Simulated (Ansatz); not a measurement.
# FeCu: the cost of one run

Computed with Ansatz 0.2.0 (DFT LDA, with the methods named in each step, unless a step's input says otherwise).

### Step 1. Starting point

Symmetry: Cmmm, No. 65, orthorhombic system. Conventional cell: a = 2.877 Å, b = 3.976 Å, c = 4.138 Å, α = 90.00°, β = 90.00°, γ = 90.00°. Around Fe (site symmetry mmm) lie 4 Fe at 2.45 Å and 4 Cu at 2.52 Å. Around Cu (site symmetry mmm) lie 4 Cu at 2.45 Å and 4 Fe at 2.52 Å.

Structure file:

```cif
data_structure
_symmetry_space_group_name_H-M 'P 1'
_symmetry_Int_Tables_number 1
_cell_length_a 2.4537
_cell_length_b 2.4537
_cell_length_c 8.2763
_cell_angle_alpha 90.000
_cell_angle_beta 90.000
_cell_angle_gamma 108.228
_cell_volume 47.33
loop_
_atom_site_label
_atom_site_type_symbol
_atom_site_fract_x
_atom_site_fract_y
_atom_site_fract_z
_atom_site_occupancy
Fe1 Fe 0.00000 0.00000 0.00000 1
Fe2 Fe 0.00000 0.00000 0.50000 1
Cu1 Cu 0.50000 0.50000 0.25000 1
Cu2 Cu 0.50000 0.50000 0.75000 1
```

Elk's input and logs are in atomic units (hartree, bohr).

Atoms are numbered in the order of the input: Fe1, Fe2, Cu3, Cu4.

### Step 2. Collinear moments without spin-orbit coupling, PAW

input.yaml

```yaml
crystal:
  lattice:
    - [1.438272, -1.987934, 0.0]
    - [1.438272, 1.987934, 0.0]
    - [0.0, 0.0, 8.27627]
  atoms:
    - { symbol: Fe, position: [0.0, 0.0, 0.0], spin: 3.0 }
    - { symbol: Fe, position: [0.0, 0.0, 0.5], spin: -3.0 }
    - { symbol: Cu, position: [0.5, 0.5, 0.25] }
    - { symbol: Cu, position: [0.5, 0.5, 0.75] }
magnetization:
  spin_polarized: true
kpoints:
  mp_grid: { grid: [11, 11, 4] }
scf:
  occupations: { method: fermi_dirac, width: 0.1 }
  lower_state_search: "off"
hamiltonian:
  xc: lda
  pseudopotentials: { kind: paw }
output:
  forces: true
  stress: true
  eigenvalues: true
  write_density: true
  write_potential: true
  elf: true
  volumetric_format: npy
```

On the command line:

```bash
$ ansatz run input.yaml --threads 2 --pin off --max-ram 6144MiB --backend cpu --events-out ev --progress --plain --runs-dir out
```

What time and memory should one allow on 2 threads of Arm Neoverse V1, shared host?

About 14 s, with a peak of 0.55 GiB.
